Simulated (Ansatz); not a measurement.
# TeHS radical (SMILES S[Te]): functionals against CCSD(T) at one geometry

An exercise on one series of results from a longer session: the logs are not shown, and one member is left open.

The runs use Ansatz 0.2.0, Gaussian basis; single points in def2-TZVPP.

Correlated methods freeze the cores. Filled d shells of the heavier atoms are correlated. Core potentials replace the inner electrons past krypton, and spin-orbit coupling is left out. Orbitals are unrestricted.

1 further run of the same task is left out (it didn't finish).

**Starting geometry**

3 atoms, charge 0, spin multiplicity 2.

Atoms are counted from 1 here; the program's logs count them from 0.

Bond lengths: S1–Te2 2.363 Å, S1–H3 1.286 Å. Angles: Te2–S1–H3 97.4°.

As a file:

```
S    -0.5906    0.5361   -0.2619
Te    1.4761    0.1847    0.8284
H    -0.8422   -0.6944   -0.5398
```

The first run:

run/in.yaml reads:

```yaml
crystal:
  periodic: [false, false, false]
  atoms:
    - {symbol: S, position_ang: [-0.590562, 0.536140, -0.261927]}
    - {symbol: Te, position_ang: [1.476084, 0.184671, 0.828421]}
    - {symbol: H, position_ang: [-0.842162, -0.694416, -0.539769]}
basis:
  gaussian: {orbitals: def2-TZVPP}
magnetization: {spin_polarized: true, initial_magnetization: 1}
hamiltonian: {xc: pbe, dispersion: d4}
output: {forces: true}
```

Started as:

```bash
$ ansatz run in.yaml --threads 2 --pin off --events-out ev --progress --plain --max-ram 3481MiB
```

Steps of the session up to this table: PBE-D4/def2-TZVPP; r2SCAN-D4/def2-TZVPP; PBE0-D4/def2-TZVPP; wB97M-V/def2-TZVPP; CCSD(T)/def2-TZVPP.

One table of the session follows, with a row left open; its other results are not shown here.

```
   method  RMS force component (eV/Å)  angle to CCSD(T) forces (°)  dipole (D)
   PBE-D4                       0.964                          3.9        0.90
r2SCAN-D4                       0.855                          2.9        0.91
  PBE0-D4                           ?                            ?           ?
  wB97M-V                       0.799                          7.5        0.86
  CCSD(T)                       0.775                    reference        0.86
```

Estimate the missing values for PBE0-D4.

The run gave: RMS force component (eV/Å): 0.861; angle to CCSD(T) forces (°): 7.2; dipole (D): 0.89. In the column «RMS force component (eV/Å)» it lies between r2SCAN-D4 (0.855) and PBE-D4 (0.964).
